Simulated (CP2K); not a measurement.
# C2H7FSi2 (SMILES F[SiH2]/C=C\[SiH3]) at AM1

What is the energy change on altering one bond length of C2H7FSi2 at AM1? 

Program for the calculation: CP2K 2026.2.

2 further runs of the same task are left out: 1 that didn't finish, 1 set aside as unsound or not needed.

## 1. The structure to begin with

C2H7FSi2: 12 atoms, total charge 0, spin state singlet. SMILES: `F[SiH2]/C=C\[SiH3]`. Geometry: a rough force-field guess. This is one conformer, not always the lowest.

Bond lengths: F1–Si2 1.639 Å, Si2–C3 1.871 Å, C3–C4 1.319 Å, C4–Si5 1.859 Å, Si2–H6 1.471 Å, Si2–H7 1.483 Å, C3–H8 1.098 Å, C4–H9 1.081 Å, Si5–H10 1.427 Å, Si5–H11 1.505 Å, Si5–H12 1.479 Å. Some angles: F1–Si2–C3 108.1°, Si2–C3–C4 130.6°, C3–C4–Si5 131.2°, F1–Si2–H6 109.1°, F1–Si2–H7 108.9°, C3–Si2–H6 110.7°, C3–Si2–H7 109.0°, Si2–C3–H8 107.6°, C4–C3–H8 121.8°, C3–C4–H9 117.9°.

## 2. Energy and gradient at AM1

File job.inp:

```
&FORCE_EVAL
   METHOD Quickstep
   &DFT
      ! Quickstep
      &QS
         METHOD AM1
         EPS_DEFAULT 1.0E-10
         &SE
            &COULOMB
               CUTOFF [angstrom] 50
               RC_RANGE [angstrom] 0
            &END
            &EXCHANGE
               CUTOFF [angstrom] 50
               RC_RANGE [angstrom] 0
            &END
         &END
      &END
      &POISSON
         PERIODIC NONE
         POISSON_SOLVER ANALYTIC
      &END
      &SCF
         SCF_GUESS ATOMIC
         EPS_SCF 1.0E-06
         MAX_SCF 80
         ADDED_MOS 2
         &DIAGONALIZATION
            ALGORITHM STANDARD
         &END
         &MIXING
            METHOD DIRECT_P_MIXING
            ALPHA 0.4
         &END
      &END
      &PRINT
         &MOMENTS
            PERIODIC F
            REFERENCE COM
            MAX_MOMENT 1
         &END
         &MO ON
            ENERGIES T
            OCCUPATION_NUMBERS T
            NDIGITS 6
            &EACH
               QS_SCF 0
            &END
            ADD_LAST NUMERIC
         &END
         &HIRSHFELD OFF
         &END
      &END
   &END
   ! structure
   &SUBSYS
      ! vacuum box
      &CELL
         ABC 13.2 12.3 12.3
         PERIODIC NONE
      &END
      &COORD
         UNIT bohr
         F     -3.4547973     2.0201172    -1.9872360
         Si    -2.6380577     2.3986294     0.9762325
         C     -0.8843918    -0.4917067     2.0085899
         C      0.9703744    -1.7417606     0.9082024
         Si     2.5358235    -1.2929506    -2.2037986
         H     -4.9257601     2.7578663     2.5123909
         H     -0.9384380     4.6177348     1.1754096
         H     -1.6223299    -1.0421840     3.8682694
         H      1.6567229    -3.4351441     1.8230188
         H      3.0116565     1.3205406    -2.6705610
         H      0.9690516    -2.3525201    -4.3284177
         H      4.9758379    -2.6550652    -2.1966176
      &END
      &TOPOLOGY
         &CENTER_COORDINATES
         &END
      &END
   &END
   ! extra output
   &PRINT
      &FORCES ON
      &END
   &END
&END

&GLOBAL
   PROJECT job
   RUN_TYPE ENERGY_FORCE
   PRINT_LEVEL MEDIUM
&END
```

Launch:

```bash
OMP_NUM_THREADS=1 cp2k.psmp -i job.inp -o job.out
```

Log:

```text
CP2K| version string:                                       CP2K version 2026.2
[...]
 GLOBAL| Method name                                                        CP2K
[...]
 GLOBAL| Run type                                                   ENERGY_FORCE
[...]
                             - Atoms:                                         12
[...]
                             - Spherical basis functions:                     27
[...]
 Number of electrons:                                                         30
[...]
     1 P_Mix/Diag. 0.40E+00    0.0     0.81632704       -30.5608687861 -3.06E+01
[...]
    17 DIIS/Diag.  0.18E-06    0.0     0.00000023       -36.9736300025 -1.79E-12
  *** SCF run converged in    17 steps ***
  Core-core repulsion energy [eV]:                           1976.45944432939882
  Core Hamiltonian energy [eV]:                             -1594.31555362060999
  Two-electron integral energy [eV]:                        -2776.49505855205507
  Electronic energy [eV]:                                   -2982.56308289663730
  Total energy [eV]:                                        -1006.10363856723870
  Atomic reference energy [eV]:                              1002.55673866958364
  Heat of formation [kcal/mol]:                               -81.79346122531233
[...]
 SE_DIPOLE| Moment [Debye]         -0.37186441       0.02431933      -1.46701012
 SE_DIPOLE| Derivative [a.u.]       0.00000000       0.00000000       0.00000000
 ENERGY| Total FORCE_EVAL ( QS ) energy [hartree]            -36.973630002460645
 FORCES| Atomic forces [hartree/bohr]
 FORCES|   Atom     x               y               z               |f|
 FORCES|      1  2.12426950E-03  4.91807034E-03  1.42778035E-02   1.52497741E-02
 FORCES|      2  1.30929852E-02 -1.74346467E-02 -1.72329963E-02   2.77915334E-02
 FORCES|      3 -1.43570969E-02  3.20682024E-02 -4.45017196E-03   3.54160962E-02
 FORCES|      4  2.88546349E-04  6.08592512E-03 -2.75190979E-02   2.81855015E-02
 FORCES|      5 -1.51314528E-02 -1.68366980E-02  1.10234598E-02   2.51784020E-02
 FORCES|      6  6.21981258E-03 -8.74129304E-04 -1.15535498E-03   6.38631472E-03
 FORCES|      7 -6.42345523E-03 -6.19844619E-03  1.42040342E-03   9.03875313E-03
 FORCES|      8  1.89442590E-03 -7.79820634E-03  4.56858889E-03   9.23433138E-03
 FORCES|      9  8.61982246E-03 -1.36470400E-02  9.73132204E-03   1.88478558E-02
 FORCES|     10  2.04869039E-03  1.24184986E-02 -2.78564934E-03   1.28909302E-02
 FORCES|     11  6.93239065E-03  4.87085341E-03  1.14006796E-02   1.42041806E-02
 FORCES|     12 -5.30893811E-03  2.42761676E-03  7.21013259E-04   5.88200706E-03
 FORCES| Sum    -4.71844785E-16 -3.88578059E-16  1.11022302E-16
[...]
```

Run time: 0.49 s. Hardware: 1 thread of Arm Neoverse N1, shared host; peak memory 0.14 GiB.

## 3. The distorted shape

File job.inp:

```
&global
 project_name job
 run_type ENERGY_FORCE
 print_level MEDIUM
&end global
&force_eval
 method Quickstep
 &dft
  charge 0
  multiplicity 1
  ! Quickstep
  &qs
   method AM1
   eps_default 1.0E-10
   &se
    &coulomb
     cutoff [angstrom] 50
     rc_range [angstrom] 0
    &end coulomb
    &exchange
     cutoff [angstrom] 50
     rc_range [angstrom] 0
    &end exchange
   &end se
  &end qs
  ! isolated system
  &poisson
   periodic NONE
   poisson_solver ANALYTIC
  &end poisson
  ! self-consistent field
  &scf
   scf_guess ATOMIC
   eps_scf 1.0E-06
   max_scf 80
   added_mos 2
   &diagonalization
    algorithm STANDARD
   &end diagonalization
   &mixing
    method DIRECT_P_MIXING
    alpha 0.4
   &end mixing
  &end scf
  ! extra output
  &print
   &moments
    periodic F
    reference COM
    max_moment 1
   &end moments
   &mo ON
    energies T
    occupation_numbers T
    ndigits 6
    &each
     qs_scf 0
    &end each
    add_last NUMERIC
   &end mo
   &hirshfeld OFF
   &end hirshfeld
  &end print
 &end dft
 ! structure
 &subsys
  ! vacuum box
  &cell
   abc [angstrom] 13.5 12.3 12.3
   periodic NONE
  &end cell
  &coord
   UNIT bohr
   F     -2.9971812     1.9482585    -2.2945187
   Si    -2.1804416     2.3267706     0.6689498
   C     -0.4267757    -0.5635655     1.7013072
   C      1.4279904    -1.8136193     0.6009197
   Si     2.9934396    -1.3648093    -2.5110813
   H     -4.9257601     2.7578663     2.5123909
   H     -0.4808219     4.5458760     0.8681270
   H     -1.1647138    -1.1140427     3.5609867
   H      2.1143390    -3.5070029     1.5157361
   H      3.4692726     1.2486819    -2.9778437
   H      1.4266676    -2.4243788    -4.6357004
   H      5.4334539    -2.7269239    -2.5039003
  &end coord
  &topology
   &center_coordinates
   &end center_coordinates
  &end topology
 &end subsys
 &print
  &forces ON
  &end forces
 &end print
&end force_eval
```

Launch:

```bash
OMP_NUM_THREADS=1 cp2k.psmp -i job.inp > job.out 2>&1
```

Log:

```text
CP2K| version string:                                       CP2K version 2026.2
[...]
 GLOBAL| Method name                                                        CP2K
[...]
 GLOBAL| Run type                                                   ENERGY_FORCE
[...]
                             - Atoms:                                         12
[...]
                             - Spherical basis functions:                     27
[...]
 Number of electrons:                                                         30
[...]
     1 P_Mix/Diag. 0.40E+00    0.0     0.81634925       -30.5973714915 -3.06E+01
[...]
    17 DIIS/Diag.  0.18E-06    0.0     0.00000025       -36.9508103371 -1.97E-12
  *** SCF run converged in    17 steps ***
  Core-core repulsion energy [eV]:                           1965.87887936368816
  Core Hamiltonian energy [eV]:                             -1594.40763574234416
  Two-electron integral energy [eV]:                        -2753.90785503195411
  Electronic energy [eV]:                                   -2971.36156325832098
  Total energy [eV]:                                        -1005.48268389463306
  Atomic reference energy [eV]:                              1002.55673866958364
  Heat of formation [kcal/mol]:                               -67.47390516171262
[...]
 SE_DIPOLE| Moment [Debye]         -0.41020310       0.03174523      -1.43645777
 SE_DIPOLE| Derivative [a.u.]       0.00000000       0.00000000       0.00000000
 ENERGY| Total FORCE_EVAL ( QS ) energy [hartree]            -36.950810337136737
 FORCES| Atomic forces [hartree/bohr]
 FORCES|   Atom     x               y               z               |f|
 FORCES|      1  2.43791627E-04  5.35890663E-03  1.66931805E-02   1.75339554E-02
 FORCES|      2 -2.93669806E-02 -1.09981143E-02  1.16656824E-02   3.34584252E-02
 FORCES|      3 -1.58734692E-02  3.20606913E-02 -3.22915494E-03   3.59205010E-02
 FORCES|      4  5.85033481E-05  6.56569366E-03 -2.78038823E-02   2.85686476E-02
 FORCES|      5 -1.51692628E-02 -1.67758215E-02  1.09966543E-02   2.51487798E-02
 FORCES|      6  5.37274741E-02 -8.57308446E-03 -3.45730603E-02   6.44626694E-02
 FORCES|      7 -7.86052424E-03 -5.88937293E-03  2.46684300E-03   1.01270859E-02
 FORCES|      8  1.98400203E-03 -7.86944653E-03  4.61637356E-03   9.33677447E-03
 FORCES|      9  8.57838924E-03 -1.35917632E-02  9.82340069E-03   1.88367722E-02
 FORCES|     10  2.05989022E-03  1.24226612E-02 -2.78670285E-03   1.28969520E-02
 FORCES|     11  6.92863052E-03  4.86683955E-03  1.14017879E-02   1.42018596E-02
 FORCES|     12 -5.31044420E-03  2.42281053E-03  7.28877975E-04   5.88235426E-03
 FORCES| Sum    -2.98372438E-16 -1.38777878E-16 -8.32667268E-17
[...]
```

Run time: 0.51 s. Hardware: 1 thread of Arm Neoverse N1, shared host; peak memory 0.14 GiB.

## 4. What came out

At AM1:

```
                                                          quantity           value
                                         first shape: total energy    -36.97363 Eh
                                        first shape: dipole moment          1.51 D
                                          first shape: HOMO energy       -10.44 eV
                                          first shape: LUMO energy         0.54 eV
                                        first shape: HOMO–LUMO gap        10.98 eV
            first shape: heat of formation at this unrelaxed shape  -81.8 kcal/mol
                             first shape: largest force on an atom      1.821 eV/Å
                                     distorted shape: total energy    -36.95081 Eh
                                    distorted shape: dipole moment          1.49 D
                                      distorted shape: HOMO energy       -10.44 eV
                                      distorted shape: LUMO energy         0.51 eV
                                    distorted shape: HOMO–LUMO gap        10.96 eV
        distorted shape: heat of formation at this unrelaxed shape  -67.5 kcal/mol
                         distorted shape: largest force on an atom      3.315 eV/Å
energy change with the Si2–H6 bond stretched from 1.471 to 1.765 Å        0.621 eV
```

In words: With the Si2–H6 bond stretched from 1.471 to 1.765 Å the energy rises by 0.62 eV (59.9 kJ/mol). The first shape isn't relaxed at this level, so the change isn't measured from a minimum. The largest force (first shape) is 1.82 eV/Å: the shape isn't a stationary point for this species at this level.
